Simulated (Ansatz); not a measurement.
# CH2As (quartet): the correlation ladder, cc-pVDZ

Aim: climb from Hartree-Fock through coupled cluster and multireference methods for CH2As (quartet) at one geometry and basis, and see what each rung misses.

Program: Ansatz 0.2.0, Gaussian basis. Level of theory: cc-pVDZ, core rule «outside noble gas», up to 15 orbitals frozen. These are calculated values, not measurements.

Plan: UHF; CCSD(T) on ROHF; CCSD(T) on UHF; BCCD(T) on ROHF; CISD; CCSDT(Q) on ROHF; CCSDT(Q) on UHF; CASSCF and MRCISD+Q, 11 electrons in 10 orbitals; CASSCF and NEVPT2, 11 electrons in 10 orbitals.

27 further runs of the same task are left out: 17 that didn't finish, 10 set aside as unsound or not needed.

### Step 1. What is computed

The geometry is a PBE0/def2-TZVP stationary point (not a proven minimum) of the parent state, kept for this charge and spin. No spin-orbit coupling is included. The filled d shell of As may be among the frozen orbitals whatever the setting's name suggests; the logs give the count.

4 atoms, charge 0, spin multiplicity 4.

Atoms are counted from 1 here; the program's logs count them from 0.

Bond lengths: C1–As2 1.796 Å, As2–H3 1.505 Å, As2–H4 1.505 Å. Angles: C1–As2–H3 126.9°, C1–As2–H4 126.9°, H3–As2–H4 106.2°.

### Step 2. UHF

in.yaml reads:

```yaml
crystal:
  periodic: [false, false, false]
  atoms:
    - {symbol: C, position_ang: [0.000000, 0.000000, 1.574072]}
    - {symbol: As, position_ang: [0.000000, 0.000000, -0.222050]}
    - {symbol: H, position_ang: [0.000000, 1.203165, -1.125760]}
    - {symbol: H, position_ang: [0.000000, -1.203165, -1.125760]}
basis:
  gaussian: {orbitals: cc-pVDZ}
magnetization: {spin_polarized: true, initial_magnetization: 3}
hamiltonian: {xc: hf}
output: {orbitals: {seedname: orbitals}}
```

Launch:

```bash
> ansatz run in.yaml --threads 1 --pin off --events-out ev --progress --plain --max-ram 2393MiB
```

Further steps of the session: CCSD(T) on ROHF; CCSD(T) on UHF; BCCD(T) on ROHF; CISD; CCSDT(Q) on ROHF; CCSDT(Q) on UHF; CASSCF and MRCISD+Q, 11 electrons in 10 orbitals; CASSCF and NEVPT2, 11 electrons in 10 orbitals.

Before running them: what should the planned runs give, taken together? Wanted: UCCSDT(Q) below the RHF energy; RMP2 from UCCSDT(Q); UMP2 from UCCSDT(Q); RCCSD from UCCSDT(Q); RCCSD(T) from UCCSDT(Q); UCCSD(T) from UCCSDT(Q); RCCSDT(Q) from UCCSDT(Q); NEVPT2 valence from UCCSDT(Q); MRCISD+Q valence from UCCSDT(Q).

As calculated:

| quantity | value |
| --- | --- |
| UCCSDT(Q) below the RHF energy | -5.9747 eV |
| RMP2 from UCCSDT(Q) | +1174.2 meV |
| UMP2 from UCCSDT(Q) | +1173.9 meV |
| RCCSD from UCCSDT(Q) | +218.8 meV |
| RCCSD(T) from UCCSDT(Q) | +47.8 meV |
| UCCSD(T) from UCCSDT(Q) | +47.0 meV |
| RCCSDT(Q) from UCCSDT(Q) | +1.7 meV |
| NEVPT2 valence from UCCSDT(Q) | +996.0 meV |
| MRCISD+Q valence from UCCSDT(Q) | +50.5 meV |
| levels within 1 kcal/mol (43 meV) | RCCSDT, UCCSDT, RCCSDT(Q) |
| T1 diagnostic | 0.033 |
| effectively unpaired electrons | 3.02 |

What this shows: RCCSD(T) lands +47.8 meV from the yardstick (0.8 % of the correlation energy). One determinant dominates. Of the multireference levels listed MRCISD+Q valence comes nearest in total energy (+50.5 meV), which doesn't show that its space is the better one. These misses are within one basis, not against nature; the frozen cores of restricted and unrestricted runs differ, which can shift their rows.
